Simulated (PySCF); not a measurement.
**In3: relaxation and vibrations of the doublet**

Aim: relax In3 as a doublet from a obtuse triangle start, check by its vibrations whether the end is a minimum, and collect its spectrum and constants.

Method: PBE0, basis In def2-TZVP with ECP28, scalar-relativistic core potentials, no spin–orbit coupling, density fitting; program: PySCF 2.14.0.

### Step 1. The system as given

3 atoms, charge 0, spin multiplicity 2.

Bond lengths: In1–In2 2.795 Å, In1–In3 2.795 Å. Angles: In2–In1–In3 104.9°.

Z-matrix (Å, degrees; charge 0 multiplicity 2):
```
In
In 1 2.7948
In 1 2.7948 2 104.86
```

### Step 2. The SCF at the typed geometry

The steps below are one call of a driver around PySCF. For each, scf.py gives the equivalent set-up of the SCF; relaxations use the driver's own optimiser. After this first run the driver tries any further starts and a stability analysis.

The input, scf.py:

```python
from pyscf import gto, scf, dft
mol = gto.M(atom='''
In     0.000000     0.000000     0.000000
In     2.215200     1.704000     0.000000
In    -2.215200     1.704000     0.000000''',
    basis={'In': 'def2-TZVP'},
    ecp={'In': 'def2-TZVP'},
    charge=0, spin=1)
mf = dft.UKS(mol, xc='PBE0')
mf.grids.atom_grid = (50, 194)
aux = {'In': 'def2-universal-JKFIT'}
mf = mf.density_fit(auxbasis=aux)
mf.conv_tol = 1e-08
mf.diis_space = 10
mf.max_cycle = 60
mf.init_guess = 'huckel'
mf.verbose = 4
mf.kernel()
```

Run with:

```
OMP_NUM_THREADS=4 python axn.py task.json out
```

Further steps of the session: Relaxation: obtuse triangle start, doublet; Vibrations and properties at this point.

**Question.** What will these runs give? Wanted: minimum; geometry; wavenumbers; dipole moment; highest occupied, lowest empty level; polar-tensor charge of In1; zero-point energy; atomisation energy; ⟨S²⟩.

**Answer**, as computed:

| quantity | value |
| --- | --- |
| minimum | broken-symmetry (Ms = 1/2), C2v |
| geometry | In–In 2.932 Å (×2); In–In–In 72.6° |
| wavenumbers (cm⁻¹) | 43 (a1), 114 (b2), 124 (a1) |
| dipole moment | 0.51 D |
| highest occupied, lowest empty level (either spin) | -4.29, -2.81 eV |
| polar-tensor charge of In1 | -0.20 e |
| zero-point energy | 1.7 kJ/mol |
| entropy at 298.15 K | 359.3 J/(mol K) |
| atomisation energy (no zero-point energy) | 250 kJ/mol |
| ⟨S²⟩ | 1.765 |

What this shows: The obtuse triangle start keeps its C2v symmetry and ends in a minimum. The determinant is spin-contaminated (⟨S²⟩ = 1.77 against 0.75), so it is no pure spin state. The strongest infrared band lies at 114 cm⁻¹ (b2, stretch). The first SCF alone would have been 51 kJ/mol too high. Only this shape and spin were tried, so other structures or states may lie lower. With an element this heavy the missing spin–orbit coupling can shift these numbers.
